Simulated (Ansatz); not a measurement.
**C2H2FNSe: up Jacob's ladder to CCSD(T)**

One table from this session's results is given with a row withheld; the runs are named, their logs left out.

Method: functionals in def2-TZVPP, the program's frozen cores in correlated methods; program: Ansatz 0.2.0, Gaussian basis.

Plan: LDA (SPW92), PBE-D4, revPBE-D4, BLYP-D4, r2SCAN-D4, B97M-V, PBE0-D4, B3LYP-D4, r2SCANh-D4, r2SCAN0-D4, HSE06-D4, BHLYP-D4, CAM-B3LYP-D4, LC-ωPBE, ωB97X-V, ωB97M-V, B2PLYP, PBE-QIDH; CCSD(T)/def2-SVP; CCSD(T)/def2-TZVPP; MP2/def2-QZVPP; extrapolation to the limit; RPA on PBE.

**Structure used throughout**

All runs share one geometry, relaxed beforehand with PBE0-D4 in a triple-zeta def2 set.

7 atoms, charge 0, spin multiplicity 1.

Atoms are counted from 1 here; the program's logs count them from 0.

Bond lengths: F1–C2 1.305 Å, C2–N3 1.263 Å, C2–Se5 1.890 Å, N3–C4 1.453 Å, C4–Se5 2.001 Å, C4–H6 1.088 Å, C4–H7 1.088 Å. Angles: F1–C2–N3 126.1°, F1–C2–Se5 127.7°, N3–C2–Se5 106.3°, C2–N3–C4 96.9°, N3–C4–Se5 93.8°, N3–C4–H6 113.2°, N3–C4–H7 113.2°, Se5–C4–H6 111.5°, Se5–C4–H7 111.5°, H6–C4–H7 112.3°, C2–Se5–C4 63.0°.

Set-up of the first run:

Contents of in.yaml:

```yaml
crystal:
  periodic: [false, false, false]
  atoms:
    - {symbol: F, position_ang: [-0.264916, -2.395626, 0.307399]}
    - {symbol: C, position_ang: [-0.107578, -1.120072, 0.079206]}
    - {symbol: N, position_ang: [-0.180670, -0.196307, 0.937541]}
    - {symbol: C, position_ang: [0.085286, 0.906834, 0.029429]}
    - {symbol: Se, position_ang: [0.270211, -0.280070, -1.571460]}
    - {symbol: H, position_ang: [1.015224, 1.428327, 0.247956]}
    - {symbol: H, position_ang: [-0.756257, 1.588915, -0.075771]}
basis:
  gaussian: {orbitals: def2-TZVPP}
hamiltonian: {xc: lda}
output: {orbitals: {seedname: orbitals}}
```

Started as:

```
> ansatz run in.yaml --threads 4 --pin off --events-out ev --progress --plain --max-ram 10444MiB
```

Steps of the session up to this table: LDA; PBE-D4 (GGA); revPBE-D4 (GGA); BLYP-D4 (GGA); r2SCAN-D4 (meta-GGA); B97M-V (meta-GGA); PBE0-D4 (hybrid); B3LYP-D4 (hybrid); r2SCANh-D4 (hybrid); r2SCAN0-D4 (hybrid); HSE06-D4 (hybrid); BHLYP-D4 (hybrid); CAM-B3LYP-D4 (range-separated); LC-ωPBE (range-separated); ωB97X-V (range-separated); ωB97M-V (range-separated); B2PLYP (double hybrid); PBE-QIDH (double hybrid).

One table of the session follows, with a row left open; its other results are not shown here.

It belongs to the step «Frontier levels by functional». 

```
  functional  HOMO (eV)  LUMO (eV)  gap (eV)
 LDA (SPW92)      -6.29      -2.61      3.68
      PBE-D4      -6.10      -2.40      3.70
   revPBE-D4      -6.03      -2.31      3.73
     BLYP-D4      -5.94      -2.31      3.63
   r2SCAN-D4      -6.37      -2.26      4.10
      B97M-V          ?          ?         ?
     PBE0-D4      -7.26      -1.48      5.78
    B3LYP-D4      -7.03      -1.75      5.29
  r2SCANh-D4      -6.79      -1.92      4.87
  r2SCAN0-D4      -7.44      -1.41      6.03
    HSE06-D4      -6.86      -1.87      5.00
    BHLYP-D4      -8.28      -0.53      7.75
CAM-B3LYP-D4      -8.57      -0.41      8.15
     LC-ωPBE      -9.92       0.82     10.74
     ωB97X-V      -9.55       0.70     10.25
     ωB97M-V      -9.41       0.55      9.97
```

Estimate the missing values for B97M-V.

As computed: HOMO (eV): -6.41; LUMO (eV): -2.15; gap (eV): 4.26. In the column «HOMO (eV)» it lies between r2SCANh-D4 (-6.79) and r2SCAN-D4 (-6.37).
